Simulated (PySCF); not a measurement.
**A diatomic session: TiB**

One table from this session's results is given with a row withheld; the runs are named, their logs left out.

The runs use PySCF 2.14.0; Ti def2-TZVPP, B def2-TZVPP, no relativity.

Set-up of the first run:

The job is set up so:

```
atoms                         : Ti, B
charge                        : 0
basis                         : Ti def2-TZVPP, B def2-TZVPP
Hamiltonian                   : no relativity
basis functions               : 95
electrons treated             : 27
masses in u                   : 47.9479, 11.0093
levels                        : PBE0, PBE, r²SCAN, TPSSh, r²SCAN0, MN15, PW91, ωB97M-V, HF, MP2, SCS-MP2
grid                          : 80 radial by 434 angular points
occupations                   : held fixed by the projection of orbital angular momentum
dissociation limit            : Ti + B, each in its ground configuration
starting distance in angstrom : 2.080
values of 2S to try           : 1, 3, 5
```

Command:

```console
> OMP_NUM_THREADS=1 python dia.py task.json out
```

Among the steps run: Set-up; First curve: PBE0; Other states along the same grid; PBE; r²SCAN; TPSSh; r²SCAN0 (hybrid meta-GGA); MN15; PW91; ωB97M-V; ROHF.

One table of the session follows, with a row left open; its other results are not shown here.

Energy (eV) from each level's lowest point:

```
R (Å)   ROHF  ROHF-MP2  ROHF-SCS-MP2    PBE   PW91
1.746  1.057     0.363         0.511  0.867  0.856
1.827  0.602     0.075         0.175  0.422  0.414
1.908  0.306     0.000         0.029  0.155  0.151
1.969      ?         ?             ?      ?      ?
2.030  0.069     0.098         0.013  0.000  0.000
2.091  0.018     0.189         0.053  0.003  0.004
2.172  0.000     0.332         0.138  0.064  0.068
2.274  0.042     0.530         0.281  0.206  0.213
2.395  0.159     0.788         0.488  0.435  0.443
2.558  0.388     1.149         0.801  0.783  0.794
```

**Question.** Estimate the row for R (Å) = 1.969.

Worked estimate for «ROHF». A straight line through the neighbours (1.908, 0.306) and (2.030, 0.069) gives 0.306 + (0.069 − 0.306) × (1.969 − 1.908) / (2.030 − 1.908) = 0.187; a parabola fitted to 4 rows on both sides gives 0.159.

**Answer.** ROHF: 0.162; ROHF-MP2: 0.030; ROHF-SCS-MP2: 0.000; PBE: 0.047; PW91: 0.044. In «ROHF» the line misses by +0.025 and the parabola by -0.003.

Limits of these values: Lowest PBE0 solution found, without spin–orbit coupling: ⁶Δ (sextet), unpaired electrons σ ↑↑, π ↑↑, δ ↑.
